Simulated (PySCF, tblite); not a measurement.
**C8H12Ge: geometry, infrared bands and NMR shifts**

Aim: predict the infrared bands and NMR shifts of C8H12Ge (`C=C[C]1=CC(C)=C[CH2][GeH2]1`).

Computed with tblite 0.8.0 and PySCF 2.14.0, with density-fitted response routines of our own, on a single molecule in the gas phase. Atoms are numbered from 0 throughout.

**1. The molecule as given**

21 atoms, charge 0, multiplicity 1; geometry from: force field or distance geometry start.

Bonds of the start (Å): C0–C1 1.35, C1–C2 1.47, C2–C3 1.36, C3–C4 1.50, C4–C5 1.51, C4–C6 1.34, C6–C7 1.50, C7–Ge8 1.93, Ge8–C2 1.92, C0–H9 1.08, C0–H10 1.07, C1–H11 1.07, C3–H12 1.07, C5–H13 1.11, C5–H14 1.11, C5–H15 1.10, C6–H16 1.08, C7–H17 1.10, C7–H18 1.12, Ge8–H19 1.55, Ge8–H20 1.54.

**2. Optimising the geometry with GFN2-xTB**

What the job is given:

```
{"job": {"kind": "relax", "xc": "GFN2-xTB", "basis": "xTB"}, "charge": 0, "multiplicity": 1}
C      3.304300    -0.935600    -0.709700
C      2.417300     0.078100    -0.695400
C      1.018400    -0.074500    -0.255300
C      0.169600     0.977600    -0.396100
C     -1.290600     0.934100    -0.066800
C     -2.156300     2.020900    -0.659800
C     -1.870700     0.023600     0.727400
C     -1.124900    -1.024000     1.509200
Ge     0.327800    -1.724500     0.446000
H      3.023400    -1.939700    -0.415400
H      4.308500    -0.754400    -1.037700
H      2.768100     1.044300    -1.007000
H      0.549400     1.891300    -0.804600
H     -2.317400     2.808400     0.103900
H     -3.135000     1.621600    -0.982000
H     -1.669300     2.482900    -1.532000
H     -2.941500     0.071400     0.895300
H     -0.715000    -0.578700     2.427000
H     -1.817200    -1.852400     1.790900
H      1.354500    -2.443000     1.359300
H     -0.212400    -2.610400    -0.697800
```

Started as:

```console
> OMP_NUM_THREADS=1 python probes_run.py task.json out
```

This one command runs all jobs of the session in turn.

**Question.** This job is followed by: GFN2-xTB harmonic vibrations, gas phase; GIAO PBE0/pcSseg-1 NMR shielding, non-relativistic, gas phase. Predict these results of the whole session: strongest single infrared mode (GFN2-xTB); zero-point energy (GFN2-xTB); ¹³C shifts against TMS (PBE0/pcSseg-1); ¹H shifts against TMS (PBE0/pcSseg-1, means over atoms taken as alike); ⁷³Ge shifts against GeMe4 (PBE0/pcSseg-1); surface potential, 1st and 99th percentile.

**Answer**, as computed:

```
                                                              quantity                                                     value
                             strongest single infrared mode (GFN2-xTB)                                     1979 cm⁻¹, 516 km/mol
                                          zero-point energy (GFN2-xTB)                                            103.2 kcal/mol
                                ¹³C shifts against TMS (PBE0/pcSseg-1)  151.1, 149.5, 141.9, 138.5, 132.2, 124.1, 29.2, 11.8 ppm
¹H shifts against TMS (PBE0/pcSseg-1, means over atoms taken as alike)        6.85, 6.64, 6.12, 5.55, 5.45, 4.30, 2.02, 1.91 ppm
                             ⁷³Ge shifts against GeMe4 (PBE0/pcSseg-1)                                                  -208 ppm
                                 surface potential, 1st and 99th percentile                                        -0.72 V and 0.75 V
```

Over 108 steps the energy fell by 0.271 eV; of the close pairs, C3–C4 changed most, 1.498 to 1.450 Å. No mode is imaginary among the 57: a minimum at this level. The strongest single mode, at 1979 cm⁻¹, moves mainly H19. Unscaled tight-binding wavenumbers are off by several per cent, some by more. Its intensities can rank the bands wrongly. At PBE0/pcSseg-1: The largest span, 225 ppm, is at C4, where the paramagnetic term is -211 ppm. By nearest atom (PBE0/pcSseg-1), the HOMO sits on C6 21 %; C0, C2 about 15 % each and the LUMO on C2, C3, C6 about 17 % each; C0 13 %. Spin-orbit coupling is left out, which matters for shieldings and couplings at and beside the heavy atoms.
